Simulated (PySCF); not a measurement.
# RuH4 (triplet) with other numerical set-ups

Which parts of the numerical set-up matter for RuH4 (triplet)? Each run edits the base script.

Method: method and basis as typed in the scripts; program: PySCF 2.14.0.

1 further run of the same task is left out (it didn't finish).

## 1. Where the work starts

RuH4 (triplet): 5 atoms, charge 0, spin multiplicity 3.

Bond lengths: Ru1–H2 1.702 Å, Ru1–H3 1.702 Å, Ru1–H4 1.702 Å, Ru1–H5 1.702 Å. Angles: H2–Ru1–H3 158.3°, H2–Ru1–H4 30.9°, H2–Ru1–H5 158.3°, H3–Ru1–H4 158.3°, H3–Ru1–H5 30.9°, H4–Ru1–H5 158.3°.

Coordinates:

```
Ru    0.0000    0.0000    0.0000
H     1.3867    0.9336    0.3200
H    -1.3865   -0.9339    0.3203
H     0.9337    1.3867   -0.3199
H    -0.9340   -1.3864   -0.3204
```

## 2. Base script

Input file input.py:

```python
from pyscf import gto, scf

mol = gto.M(
    atom='Ru 0 0 0; H 1.3867 0.9336 0.32; H -1.3865 -0.9339 0.3203; H 0.9337 1.3867 -0.3199; H -0.934 -1.3864 -0.3204',
    basis='def2-tzvp',
    ecp={'Ru': 'def2-tzvp'},
    charge=0,
    spin=2,
    verbose=4,
)
mf = scf.UHF(mol)
mf.kernel()
mf.dip_moment()
print('orbital energies (hartree):', [e[max(0, n-3):n+3].round(4) for e, n in zip(mf.mo_energy, mol.nelec)])
```

On the command line:

```sh
$ OMP_NUM_THREADS=1 python input.py
```

Its log is not repeated here.

Base result: E(SCF) = -96.337807 Eh, 14 cycles, ⟨S²⟩ = 2.023, μ = 0.00 D.

No search for the lowest state was made; open d or f shells can end in a higher solution. The triplet is typed in the script; nothing here shows that it is the ground state.

## 3. Core potential off

Edit 1 changes core potential: on → off. The core potential changes with it: totals don't compare.

Input file input.py:

```python
from pyscf import gto, scf

mol = gto.M(
    atom='Ru 0 0 0; H 1.3867 0.9336 0.32; H -1.3865 -0.9339 0.3203; H 0.9337 1.3867 -0.3199; H -0.934 -1.3864 -0.3204',
    basis='def2-tzvp',
    charge=0,
    spin=2,
    verbose=4,
)
mf = scf.UHF(mol)
mf.kernel()
mf.dip_moment()
print('orbital energies (hartree):', [e[max(0, n-3):n+3].round(4) for e, n in zip(mf.mo_energy, mol.nelec)])
```

On the command line:

```sh
$ OMP_NUM_THREADS=1 python input.py
```

## 4. Jorge-dzp (core potential off)

Edit 2 changes basis set: def2-tzvp → jorge-dzp; core potential: on → off. The core potential changes with it: totals don't compare.

Edit input.py of step 2 so:

```diff
@@ -4,4 +4,3 @@
     atom='Ru 0 0 0; H 1.3867 0.9336 0.32; H -1.3865 -0.9339 0.3203; H 0.9337 1.3867 -0.3199; H -0.934 -1.3864 -0.3204',
-    basis='def2-tzvp',
-    ecp={'Ru': 'def2-tzvp'},
+    basis='jorge-dzp',
     charge=0,
```

## 5. Density fitting weigend

Edit 3 changes density fitting: none → weigend.

Edit input.py of step 2 so:

```diff
@@ -11,2 +11,3 @@
 mf = scf.UHF(mol)
+mf = mf.density_fit(auxbasis='weigend')
 mf.kernel()
```

Before running it: what results should come out? Wanted: for each run, E(SCF); from base; gap, α spin; SCF dipole.

**Answer**, as computed:

```csv
run,E(SCF) (hartree),from base (eV),cycles,"gap, α spin (eV)",SCF dipole (D),functions
base,-96.337807,0,14,9.59,0.00,64
core potential off (poor choice),-1307.363736,not comparable,18,7.99,1.50,64
jorge-dzp (core potential off),-4441.763119,not comparable,13,9.04,0.00,68
density fitting weigend,-96.194047,+3.9119,14,9.59,0.00,64
```

What this shows: Rows marked «poor choice» come from settings spoiled on purpose.
